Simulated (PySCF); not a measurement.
# C₄HBrF₃S+: magnetic properties

What do calculations give for the magnetic properties of C₄HBrF₃S+ (`FC(F)(F)S[c+]1cc1Br`)?

Computed with PySCF 2.14.0 and routines of our own; the level stands in each step. Atoms count from 0.

### 1 The starting structure

10 atoms, charge 1, multiplicity 1; geometry from: GFN2-xTB.

### 2 Magnetic properties: GIAO B3LYP/pcSseg-1

Job settings and geometry (Å):

```
{"job": {"kind": "mag", "xc": "B3LYP", "basis": "pcSseg-1", "isotopologues": 0}, "charge": 1, "multiplicity": 1}
F      1.361643     0.594159    -1.436065
C      1.828763     0.020669    -0.344144
F      1.756398     0.881416     0.652414
F      3.052089    -0.388765    -0.519140
S      0.716405    -1.487485     0.073010
C     -0.701073    -0.654987     0.219652
C     -2.080185    -0.642259     0.473553
C     -1.469994     0.551188     0.193901
Br    -1.493584     2.329045    -0.050068
H     -2.961579    -1.198328     0.714358
```

With the program's defaults for keys left out, this is: GIAO B3LYP/pcSseg-1 magnetisability, rotational g tensor and spin-rotation constants, non-relativistic, gas phase.

Started as:

```console
OMP_NUM_THREADS=1 python excited_run.py task.json out
```

This one command runs all jobs of the session in turn.

The program printed:

```text
coarse grid: 52744 points
cycle   1  E = -3424.0511950965  dE =  9.687e-01  |g| = 1.228e+00  |ddm| = 3.411e+00
cycle   2  E = -3423.7767993478  dE =  2.744e-01  |g| = 1.727e+00  |ddm| = 1.688e+00
cycle   3  E = -3424.2311518962  dE = -4.544e-01  |g| = 2.440e-01  |ddm| = 1.043e+00
cycle   4  E = -3424.2382902099  dE = -7.138e-03  |g| = 8.245e-02  |ddm| = 2.038e-01
cycle   5  E = -3424.2390839906  dE = -7.938e-04  |g| = 3.645e-02  |ddm| = 8.070e-02
cycle   6  E = -3424.2393798467  dE = -2.959e-04  |g| = 4.094e-03  |ddm| = 2.934e-02
cycle   7  E = -3424.2393821671  dE = -2.320e-06  |g| = 2.220e-03  |ddm| = 6.299e-03
final grid: 109840 points
cycle   8  E = -3424.2394195915  dE =  2.920e-06  |g| = 3.936e-03  |ddm| = 6.906e-03
cycle   9  E = -3424.2394090869  dE =  1.050e-05  |g| = 7.293e-03  |ddm| = 1.271e-02
cycle  10  E = -3424.2394238421  dE = -1.476e-05  |g| = 4.826e-04  |ddm| = 8.277e-03
cycle  11  E = -3424.2394238929  dE = -5.078e-08  |g| = 6.192e-05  |ddm| = 5.185e-04
cycle  12  E = -3424.2394238936  dE = -7.276e-10  |g| = 1.432e-05  |ddm| = 5.985e-05
converged SCF energy = -3424.2394238936

Magnetisability tensor (1e-30 J/T^2)
    -1238.95      -34.49      -68.83
      -34.49    -1282.78      -42.91
      -68.83      -42.91    -1617.16
isotropic -1379.63   principal values   -1635.92  -1287.54  -1215.43
isotropic susceptibility -83.083 1e-6 cm^3/mol

Inertial axes            a          b          c
rot. const./GHz      1.7110     0.6021     0.4825
chi total           -73.424    -77.309    -98.518
chi diamagnetic    -733.527  -1765.561  -2206.547
chi paramagnetic    660.103   1688.253   2108.029
quadrupole/D A        8.111     10.721    -18.833
g nuclear            0.5097     0.4708     0.4813
g electronic        -0.5306    -0.4775    -0.4779
g total             -0.0210    -0.0067     0.0034

Spin-rotation constants (kHz, H = +C I.J)
atom  isotope        aa         bb         cc
  0    19F        3.078      0.870      0.704
  2    19F        3.082      0.870      0.704
  3    19F        2.295      0.830      0.786
  8   79Br        4.459      1.333      0.738
  9     1H       -0.149      0.047     -0.064
  1    13C*       0.560      0.196      0.154
  4    33S*       0.767      0.238      0.148
  5    13C*       0.857      0.376      0.041
  6    13C*       0.922      0.275      0.047
  7    13C*       0.972      0.305      0.065
* in the singly substituted isotopologue
```

Run time: 50 s. Hardware: 1 thread of Arm Neoverse V1, shared host; peak memory 0.9 GiB.

In short:

| quantity | value |
| --- | --- |
| magnetisability | -1380·10⁻³⁰ J/T² |
| molar susceptibility | -83.1·10⁻⁶ cm³/mol |
| rotational g (a, b, c) | -0.0210, -0.0067, 0.0034 |

Orbitals, density, ELF and potential are computed afterwards from the orbital file.

Frontier orbitals at B3LYP/pcSseg-1, with the share of their density that lies nearest to each atom:

| orbital | energy (eV) | lies on |
| --- | --- | --- |
| HOMO | -13.26 | S4 45 %; Br8 29 %; C6 13 % |
| LUMO | -7.14 | C7 41 %; C5 27 %; Br8 13 % |

ELF in a plane through or near 8 of the atoms.

Ten even steps from ' ' (0.00) to '@' (1.00):
```
                                                        
                                                        
                            ........::::..              
                        ::==**##****####++::            
                        ==##%%##--====%%%%++            
                        --%%%%++**##--%%##++            
                          ==****::..++++--..            
                            ..--##%%##::                
          ..    ..::..      ..**==**++**::              
        ==**##==--  --::  ..++@@%%--%%%%++::            
      ..++%%%%##++##--++..==**==++++----####**--        
      ..++##++##++++@@%%==##%%--..@@--::@@@@@@@@--      
        ::==####....**::##..**##**##**##@@@@@@@@::      
          ..--::  ..**::++::++--::::::--%%@@@@**        
                  ::##@@@@%%##..          ..            
                  ..++%%%%##++..                        
                    ..::--::..                          
                                                        
                                                        
                                                        
```
The map spans 11.4 Å across and 10.1 Å up, centred on the molecule. Atoms in the plane (x, y in Å): C1 (-1.9, -0.1), F3 (-3.1, -0.6), S4 (-0.6, -1.5), C5 (0.8, -0.6), C6 (2.2, -0.5), C7 (1.4, 0.6), Br8 (1.3, 2.4), H9 (3.1, -1.0).

On the surface of density 0.002 e/bohr³ the electrostatic potential runs, from the 1st to the 99th percentile, from 3.00 V near F3 to 5.88 V near H9.

### 3 Magnetic properties: GIAO OPBE/3-21G

Settings changed since step 2:

```diff
@@ -1,2 +1,2 @@
-{"job": {"kind": "mag", "xc": "B3LYP", "basis": "pcSseg-1", "isotopologues": 0}, "charge": 1, "multiplicity": 1}
+{"job": {"kind": "mag", "xc": "OPBE", "basis": "3-21G"}, "charge": 1, "multiplicity": 1}
 F      1.361643     0.594159    -1.436065
```

With the program's defaults for keys left out, this is: GIAO OPBE/3-21G magnetisability, rotational g tensor and spin-rotation constants, non-relativistic, gas phase.

The program printed:

```text
coarse grid: 52744 points
cycle   1  E = -3407.9581021112  dE = -9.308e-01  |g| = 9.135e-01  |ddm| = 4.259e+00
cycle   2  E = -3407.3848426854  dE =  5.733e-01  |g| = 1.953e+00  |ddm| = 2.962e+00
cycle   3  E = -3408.1404216035  dE = -7.556e-01  |g| = 1.763e-01  |ddm| = 2.106e+00
cycle   4  E = -3408.1466770839  dE = -6.255e-03  |g| = 9.909e-02  |ddm| = 4.830e-01
cycle   5  E = -3408.1496391277  dE = -2.962e-03  |g| = 3.068e-02  |ddm| = 2.104e-01
cycle   6  E = -3408.1499786680  dE = -3.395e-04  |g| = 4.239e-03  |ddm| = 5.614e-02
cycle   7  E = -3408.1499822810  dE = -3.613e-06  |g| = 2.352e-03  |ddm| = 9.247e-03
final grid: 109840 points
cycle   8  E = -3408.1499947734  dE =  4.216e-06  |g| = 4.668e-03  |ddm| = 9.431e-03
cycle   9  E = -3408.1499753453  dE =  1.943e-05  |g| = 9.673e-03  |ddm| = 1.854e-02
cycle  10  E = -3408.1500004829  dE = -2.514e-05  |g| = 5.452e-04  |ddm| = 1.284e-02
cycle  11  E = -3408.1500005848  dE = -1.019e-07  |g| = 1.422e-04  |ddm| = 1.147e-03
cycle  12  E = -3408.1500005904  dE = -5.631e-09  |g| = 1.607e-05  |ddm| = 2.251e-04
cycle  13  E = -3408.1500005905  dE = -5.639e-11  |g| = 5.509e-06  |ddm| = 3.412e-05
converged SCF energy = -3408.1500005905

Magnetisability tensor (1e-30 J/T^2)
    -1254.44      -59.81      -59.23
      -59.81    -1316.74      -31.12
      -59.23      -31.12    -1603.53
isotropic -1391.57   principal values   -1618.87  -1340.95  -1214.89
isotropic susceptibility -83.802 1e-6 cm^3/mol

Inertial axes            a          b          c
rot. const./GHz      1.7110     0.6021     0.4825
chi total           -73.294    -80.622    -97.491
chi diamagnetic    -733.280  -1764.688  -2206.077
chi paramagnetic    659.986   1684.066   2108.586
quadrupole/D A        8.592     10.139    -18.731
g nuclear            0.5097     0.4708     0.4813
g electronic        -0.5305    -0.4764    -0.4780
g total             -0.0209    -0.0055     0.0032

Spin-rotation constants (kHz, H = +C I.J)
atom  isotope        aa         bb         cc
  0    19F        2.946      0.652      0.724
  2    19F        2.948      0.652      0.724
  3    19F        2.301      0.627      0.731
  8   79Br        3.820      1.236      0.478
  9     1H       -0.153      0.040     -0.069
  1    13C*       0.453      0.163      0.125
  4    33S*       0.658      0.195      0.116
  5    13C*       0.654      0.283      0.028
  6    13C*       0.720      0.214      0.033
  7    13C*       0.731      0.233      0.045
* in the singly substituted isotopologue
```

It took 17 s on 1 thread of Arm Neoverse V1, shared host; peak memory 0.53 GiB.

In short:

| quantity | value |
| --- | --- |
| magnetisability | -1392·10⁻³⁰ J/T² |
| molar susceptibility | -83.8·10⁻⁶ cm³/mol |
| rotational g (a, b, c) | -0.0209, -0.0055, 0.0032 |

### 4 Magnetic properties side by side

| level | ξ (10⁻³⁰ J/T²) | g(a) | g(b) | gap (eV) | functions | time |
| --- | --- | --- | --- | --- | --- | --- |
| GIAO B3LYP/pcSseg-1 | -1380 | -0.0210 | -0.0067 | 6.12 | 189 | 50 s |
| GIAO OPBE/3-21G | -1392 | -0.0209 | -0.0055 | 4.60 | 100 | 17 s |

### 5 Results

| quantity | value |
| --- | --- |
| magnetisability (step 2, GIAO B3LYP/pcSseg-1) | -1380·10⁻³⁰ J/T² |
| molar susceptibility (step 2, GIAO B3LYP/pcSseg-1) | -83.1·10⁻⁶ cm³/mol |
| rotational g (a, b, c) (step 2, GIAO B3LYP/pcSseg-1) | -0.0210, -0.0067, 0.0034 |
| magnetisability over the levels | -1392 to -1380·10⁻³⁰ J/T² |

Steps that list no spin-orbit terms leave them out, which matters at and beside the heavy atoms. For an ion, the motion of the centre of mass in the field is left out. By nearest atom (B3LYP/pcSseg-1), the HOMO sits on S4 45 %; Br8 29 % and the LUMO on C7 41 %; C5 27 %. The magnetisability spreads by 0.9 % over 2 levels, from GIAO OPBE/3-21G (17 s) to GIAO B3LYP/pcSseg-1 (50 s); the runs took 17 s to 50 s. Two levels can agree by chance, so this spread shows no convergence. Vibrational averaging and real surroundings are missing from these values.
